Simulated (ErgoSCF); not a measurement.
**CHSe (SMILES [CH]=[Se]) at UBHandH/STO-3G**

Aim: the energy change on altering one bond length of CHSe at UBHandH/STO-3G, from 2 runs. 

The calculation is run with ErgoSCF 3.8.

4 further runs of the same task are left out: 4 that didn't finish.

## 1. The structure to begin with

The species is CHSe (3 atoms), meant as a doublet with charge 0. As SMILES, `[CH]=[Se]`. The shape comes from GFN2-xTB, which is rough for such elements, and wasn't checked as a minimum.

Bond lengths: C1–Se2 1.695 Å, C1–H3 1.077 Å. Angles: Se2–C1–H3 129.0°.

## 2. The energy at UBHandH/STO-3G

The input, input.xyz:

```xyz
3
CHSe
C     -0.361730     0.176040    -0.175970
Se     1.050190     0.631980     0.644060
H     -0.688460    -0.808020    -0.468090
```

Launch:

```console
$ ergo -m input.xyz -e 'set_nthreads("env")' -e 'use_6_d_functions = 1' -e 'spin_polarization = 1' -e 'scf.use_diagonalization = 1' -e 'scf.convergence_threshold = 1e-06' -e 'basis = "STO-3G"' -e 'scf.max_number_of_iterations = 80' -e 'tmpdir = "."' -e 'scf.output_mulliken_pop = 1' -e 'run "BHandH"'
```

The log of the run:

```text
[...]
INMA  use_6_d_functions := 1
[...]
INSC Energy   1 =      -2356.13537617623
[...]
INDE E_LUMO =          0.09233165928
[...]
INSC Energy  18 =      -2411.05725517037  ( diff     -0.000000000133696 )
[...]
RESC CONVERGED after  18 iterations.
RESC FINAL ENERGY:      -2411.05725517037
RESC FINAL <S2> =          0.80135921477
[...]
INSC SCF: dipole_moment_x [atomic units] =      -0.21587886
INSC SCF: dipole_moment_y [atomic units] =      -0.37222813
INSC SCF: dipole_moment_z [atomic units] =      -0.16062585
[...]
```

It took 8.7 s on 1 thread of Intel Xeon at 2.50GHz (Skylake/Cascade Lake), shared host; peak memory 0.27 GiB.

## 3. The distorted shape at the same level

The input, geom.xyz:

```xyz
3

C     -0.432322     0.153244    -0.216969
Se     1.050190     0.631980     0.644060
H     -0.759052    -0.830816    -0.509089
```

Launch:

```console
$ ergo -m geom.xyz -e 'set_nthreads(1)' -e 'tmpdir = "."' -e 'spin_polarization = 1' -e 'charge = 0' -e 'scf.output_mulliken_pop = 1' -e 'basis = "STO-3G"' -e 'scf.convergence_threshold = 1e-06' -e 'scf.use_diagonalization = 1' -e 'use_6_d_functions = 1' -e 'scf.max_number_of_iterations = 80' -e 'run "BHandH"'
```

The log of the run:

```text
[...]
INMA  use_6_d_functions := 1
[...]
INSC Energy   1 =      -2355.83853940178
[...]
INDE E_LUMO =          0.08643571435
[...]
INSC Energy  28 =      -2411.04837770260  ( diff     -0.000000000260115 )
[...]
RESC CONVERGED after  28 iterations.
RESC FINAL ENERGY:      -2411.04837770260
RESC FINAL <S2> =          0.90805499898
[...]
INSC SCF: dipole_moment_x [atomic units] =      -0.27556003
INSC SCF: dipole_moment_y [atomic units] =      -0.37536452
INSC SCF: dipole_moment_z [atomic units] =      -0.19340801
[...]
```

Wall time 9.3 s (1 thread of Intel Xeon at 2.50GHz (Skylake/Cascade Lake), shared host); peak memory 0.27 GiB.

## 4. Outcome

At UBHandH/STO-3G:

```
                                                          quantity           value
                                         first shape: total energy  -2411.05726 Eh
                                        first shape: dipole moment          1.17 D
                                                 first shape: ⟨S²⟩           0.801
                                     distorted shape: total energy  -2411.04838 Eh
                                    distorted shape: dipole moment          1.28 D
                                             distorted shape: ⟨S²⟩           0.908
energy change with the C1–Se2 bond stretched from 1.695 to 1.780 Å        0.242 eV
```

What this shows: With the C1–Se2 bond stretched from 1.695 to 1.780 Å the energy rises by 0.24 eV (5.6 kcal/mol). The first shape isn't relaxed at this level, so the change isn't measured from a minimum. The minimal basis adds a large error of its own. Mulliken charges (first shape) run from -0.19 on C1 to +0.10 on H3; they depend strongly on the basis. ⟨S²⟩ (distorted shape) is 0.91 where a pure doublet has 0.75: the reference is spin-contaminated.
